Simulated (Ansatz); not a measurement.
# C3H9BrSn: vertical ionisation energy

How much energy removes an electron from C3H9BrSn at fixed geometry? The cation is run at each level and the neutral's energy taken from earlier runs.

Method: unrestricted cation, the program's frozen cores in correlated methods; program: Ansatz 0.2.0, Gaussian basis.

The runs, in order: UKS PBE-D4/def2-TZVPP; UKS r2SCAN-D4/def2-TZVPP; UKS PBE0-D4/def2-TZVPP; UKS B3LYP-D4/def2-TZVPP; UKS wB97X-V/def2-TZVPP; UKS wB97M-V/def2-TZVPP; UKS B2PLYP/def2-TZVPP; UHF-CCSD(T)/def2-TZVPP; UHF-MP2/def2-QZVPP; extrapolation to the limit; then −ε(HOMO) from the neutral's earlier runs with LDA (SPW92), PBE-D4, revPBE-D4, BLYP-D4, r2SCAN-D4, B97M-V, PBE0-D4, B3LYP-D4, r2SCANh-D4, r2SCAN0-D4, HSE06-D4, BHLYP-D4, CAM-B3LYP-D4, LC-ωPBE, ωB97X-V, ωB97M-V.

## 1. The relaxed structure

An earlier PBE0-D4 in a triple-zeta def2 set relaxation fixed the geometry. Sn takes the def2 core potential; no spin-orbit term is included.

SMILES `[CH3][Sn]([CH3])([CH3])[Br]`, 14 atoms, charge 0, spin multiplicity 1.

Atoms are counted from 1 here; the program's logs count them from 0.

Bond lengths: C1–Sn2 2.134 Å, C1–H6 1.091 Å, C1–H7 1.090 Å, C1–H8 1.090 Å, Sn2–C3 2.134 Å, Sn2–C4 2.134 Å, Sn2–Br5 2.510 Å, C3–H9 1.090 Å, C3–H10 1.091 Å, C3–H11 1.090 Å, C4–H12 1.091 Å, C4–H13 1.090 Å, C4–H14 1.090 Å. Angles: Sn2–C1–H6 110.1°, Sn2–C1–H7 109.6°, Sn2–C1–H8 109.6°, H6–C1–H7 109.2°, H6–C1–H8 109.2°, H7–C1–H8 109.1°, C1–Sn2–C3 113.3°, C1–Sn2–C4 113.3°, C1–Sn2–Br5 105.3°, C3–Sn2–C4 113.3°, C3–Sn2–Br5 105.3°, C4–Sn2–Br5 105.3°, Sn2–C3–H9 109.6°, Sn2–C3–H10 110.1°, Sn2–C3–H11 109.6°, H9–C3–H10 109.2°, H9–C3–H11 109.1°, H10–C3–H11 109.2° and more.

## 2. Cation, UKS PBE-D4/def2-TZVPP

in.yaml reads:

```yaml
crystal:
  periodic: [false, false, false]
  atoms:
    - {symbol: C, position_ang: [-1.824554, 0.958234, 0.176330]}
    - {symbol: Sn, position_ang: [0.157157, 0.258788, -0.195643]}
    - {symbol: C, position_ang: [1.341920, 0.097118, 1.572124]}
    - {symbol: C, position_ang: [0.220618, -1.489506, -1.418022]}
    - {symbol: Br, position_ang: [1.248745, 2.060293, -1.560963]}
    - {symbol: H, position_ang: [-2.374985, 0.228216, 0.772237]}
    - {symbol: H, position_ang: [-1.782745, 1.903884, 0.716324]}
    - {symbol: H, position_ang: [-2.341565, 1.111382, -0.770691]}
    - {symbol: H, position_ang: [2.364643, -0.166475, 1.303526]}
    - {symbol: H, position_ang: [0.933261, -0.672492, 2.229171]}
    - {symbol: H, position_ang: [1.346398, 1.051942, 2.097370]}
    - {symbol: H, position_ang: [-0.230942, -2.332333, -0.891955]}
    - {symbol: H, position_ang: [1.256111, -1.729627, -1.658205]}
    - {symbol: H, position_ang: [-0.326861, -1.308821, -2.342804]}
basis:
  gaussian: {orbitals: def2-TZVPP}
total_charge: 1
magnetization: {spin_polarized: true, initial_magnetization: 1}
hamiltonian: {xc: pbe, dispersion: d4}
```

Launch:

```console
> ansatz run in.yaml --threads 2 --pin off --events-out ev --progress --plain --max-ram 32768MiB --backend cuda --devices 0, --max-vram 18GiB
```

After this run come: Cation, UKS r2SCAN-D4/def2-TZVPP; Cation, UKS PBE0-D4/def2-TZVPP; Cation, UKS B3LYP-D4/def2-TZVPP; Cation, UKS wB97X-V/def2-TZVPP; Cation, UKS wB97M-V/def2-TZVPP; Cation, UKS B2PLYP (frozen core)/def2-TZVPP; Cation, UHF-CCSD(T)/def2-TZVPP; Cation, UHF-MP2/def2-QZVPP.

Q: Predict the results of all the runs planned. Wanted: ionisation energy, CCSD(T)/CBS; nearest functional by difference; nearest −ε(HOMO); −ε(HOMO) of PBE; T1 of the cation.

The runs gave:

| quantity | value |
| --- | --- |
| ionisation energy, CCSD(T)/CBS | 9.99 eV |
| nearest functional by difference | ωB97X-V (-0.16 eV) |
| nearest −ε(HOMO) | ωB97X-V (-0.06 eV) |
| −ε(HOMO) of PBE | 6.38 eV |
| T1 of the cation | 0.032 |

Energy differences with functionals land within 0.87 eV of the reference. The PBE orbital energy is 3.6 eV too small: a semilocal HOMO is no ionisation energy. Among orbital estimates ωB97X-V comes nearest. Hartree-Fock falls 0.95 eV short, as the neutral has more correlation energy than the cation. The cation's T1 (from the report) is 0.032, near the customary mark of 0.045 for open shells, so the coupled-cluster value is less safe. Correlated methods include outer-core shells of Br, Sn, which these sets cover unevenly. With outer-core shells in play the reference is unsure by up to some tenths of an eV, so close misses can't be ranked.
